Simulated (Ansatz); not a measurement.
# CH2AlNSe: the cost of one run

Program: Ansatz 0.2.0, driven from Python. Level of theory: Hartree-Fock/def2-SVP. These are calculated values, not measurements.

## Step 1: The system

Bond lengths: N1–C2 1.274 Å, C2–Al3 2.088 Å, C2–Se4 1.917 Å, Al3–Se4 2.098 Å, N1–H5 1.041 Å, Al3–H6 1.631 Å. Angles: N1–C2–Al3 148.1°, N1–C2–Se4 148.3°, Al3–C2–Se4 63.0°, C2–N1–H5 120.6°, C2–Al3–Se4 54.5°, C2–Al3–H6 134.0°, Se4–Al3–H6 156.1°, C2–Se4–Al3 62.5°.

The script holds or builds the structure itself.

## Step 2: The code

The input, bend_ch2alnse.py:

```python
import warnings

import ansatz
from ase import Atoms

warnings.simplefilter("ignore", ansatz.DeckWarning)

atoms = Atoms(["N", "C", "Al", "Se", "H", "H"], positions=[
    (0.2727, 0.1006, -1.7796),
    (-0.2015, -0.2855, -0.6618),
    (-0.3232, -0.0048, 1.4035),
    (-1.0754, -1.6578, 0.3524),
    (0.7647, 1.0143, -1.8591),
    (0.6048, 0.7692, 2.4984),
])

first = (
    ansatz.Crystal.molecule_from_ase(atoms).calculation()
    .basis(gaussian="def2-SVP")
    .functional("HF")
    .relax(force_tolerance=0.02, max_steps=80)
)
atoms.positions = first.run(threads=1, pin="off").report["positions_ang"]

rows = []
for angle in [90, 100, 110, 120, 135, 150, 165, 179]:
    bent = atoms.copy()
    bent.set_angle(1, 0, 4, angle, indices=[4])
    job = ansatz.Crystal.molecule_from_ase(bent).calculation()
    job = job.basis(gaussian="def2-SVP").functional("HF")
    rows.append((angle, job.run(threads=1, pin="off").report["free_energy_ev"]))
floor = min(e for _, e in rows)
for angle, e in rows:
    print(f"angle C1-N0-H4 = {angle:3d} deg   {1000 * (e - floor):9.1f} meV")
```

## Step 3: What the engine is handed

The engine receives this input (first run):

```yaml
crystal:
  periodic: [false, false, false]
  atoms:
    - { symbol: "N", position_ang: [0.2727, 0.1006, -1.7796] }
    - { symbol: C, position_ang: [-0.2015, -0.2855, -0.6618] }
    - { symbol: Al, position_ang: [-0.3232, -0.0048, 1.4035] }
    - { symbol: Se, position_ang: [-1.0754, -1.6578, 0.3524] }
    - { symbol: H, position_ang: [0.7647, 1.0143, -1.8591] }
    - { symbol: H, position_ang: [0.6048, 0.7692, 2.4984] }
basis:
  gaussian:
    orbitals: def2-SVP
hamiltonian:
  xc: hf
relax:
  f_tol: 0.02
  max_steps: 80
```

## Step 4: The run

Run with:

```
$ python bend_ch2alnse.py
```

What time and memory should one allow on 1 thread of Intel Xeon Platinum 8488C (Sapphire Rapids), shared host?

About 31 s, with a peak of 0.25 GiB.
